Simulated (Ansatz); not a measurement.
**H3NSSn: one species, many methods**

The task here is to estimate one member of a computed series from the others.

Computed with Ansatz 0.2.0, Gaussian basis. Level: functionals in def2-TZVPP, the program's frozen cores in correlated methods.

Levels to be run: LDA (SPW92), PBE-D4, revPBE-D4, BLYP-D4, r2SCAN-D4, B97M-V, PBE0-D4, B3LYP-D4, r2SCANh-D4, r2SCAN0-D4, HSE06-D4, BHLYP-D4, CAM-B3LYP-D4, LC-ωPBE, ωB97X-V, ωB97M-V, B2PLYP, PBE-QIDH; CCSD(T)/def2-SVP; CCSD(T)/def2-TZVPP; MP2/def2-QZVPP; extrapolation to the limit; RPA on PBE.

### The relaxed structure

All runs share one geometry, relaxed beforehand with PBE0-D4 in a triple-zeta def2 set. Sn takes the def2 core potential; no spin-orbit term is included.

SMILES `[NH2][Sn][SH]`, 6 atoms, charge 0, spin multiplicity 1.

Atoms are counted from 1 here; the program's logs count them from 0.

Bond lengths: N1–Sn2 2.010 Å, N1–H4 1.008 Å, N1–H5 1.007 Å, Sn2–S3 2.443 Å, S3–H6 1.342 Å. Angles: Sn2–N1–H4 125.5°, Sn2–N1–H5 122.9°, H4–N1–H5 111.6°, N1–Sn2–S3 92.6°, Sn2–S3–H6 93.4°.

Coordinates:

```xyz
6
H3NSSn
N    -0.9048    0.2104   -0.9767
Sn    0.2738   -1.2075   -0.1763
S     1.1803    0.3316    1.4907
H    -0.9648    1.1675   -0.6649
H    -1.5170    0.0357   -1.7576
H     1.9745   -0.6016    2.0387
```

The first run:

The input, in.yaml:

```yaml
crystal:
  periodic: [false, false, false]
  atoms:
    - {symbol: N, position_ang: [-0.904771, 0.210361, -0.976729]}
    - {symbol: Sn, position_ang: [0.273825, -1.207472, -0.176324]}
    - {symbol: S, position_ang: [1.180274, 0.331640, 1.490720]}
    - {symbol: H, position_ang: [-0.964800, 1.167471, -0.664949]}
    - {symbol: H, position_ang: [-1.517000, 0.035687, -1.757575]}
    - {symbol: H, position_ang: [1.974470, -0.601588, 2.038658]}
basis:
  gaussian: {orbitals: def2-TZVPP}
hamiltonian: {xc: lda}
output: {orbitals: {seedname: orbitals}}
```

Steps of the session up to this table: LDA; PBE-D4 (GGA); revPBE-D4 (GGA); BLYP-D4 (GGA); r2SCAN-D4 (meta-GGA); B97M-V (meta-GGA); PBE0-D4 (hybrid); B3LYP-D4 (hybrid); r2SCANh-D4 (hybrid); r2SCAN0-D4 (hybrid); HSE06-D4 (hybrid); BHLYP-D4 (hybrid); CAM-B3LYP-D4 (range-separated); LC-ωPBE-D4 (range-separated; the results give it without D4); ωB97X-V (range-separated); ωB97M-V (range-separated); B2PLYP (double hybrid); PBE-QIDH (double hybrid).

One of the session's tables, all rows but one given; the rest of the session is left out.

It belongs to the step «Frontier levels by functional». 

```
  functional  HOMO (eV)  LUMO (eV)  gap (eV)
 LDA (SPW92)      -5.93      -2.67      3.26
      PBE-D4      -5.77      -2.45      3.32
   revPBE-D4      -5.71      -2.37      3.34
     BLYP-D4      -5.60      -2.37      3.23
   r2SCAN-D4      -6.05      -2.39      3.67
      B97M-V      -6.06      -2.38      3.68
     PBE0-D4      -6.92      -1.81      5.10
    B3LYP-D4      -6.72      -2.02      4.70
  r2SCANh-D4      -6.50      -2.14      4.36
  r2SCAN0-D4      -7.10      -1.78      5.32
    HSE06-D4          ?          ?         ?
    BHLYP-D4      -7.79      -1.12      6.67
CAM-B3LYP-D4      -8.12      -0.92      7.20
     LC-ωPBE      -9.32       0.09      9.41
     ωB97X-V      -9.03       0.03      9.06
     ωB97M-V      -8.93      -0.11      8.82
```

**Question.** Estimate the row for HSE06-D4.

**Answer.** HOMO (eV): -6.53; LUMO (eV): -2.17; gap (eV): 4.36. In the column «HOMO (eV)» it lies between B3LYP-D4 (-6.72) and r2SCANh-D4 (-6.50).
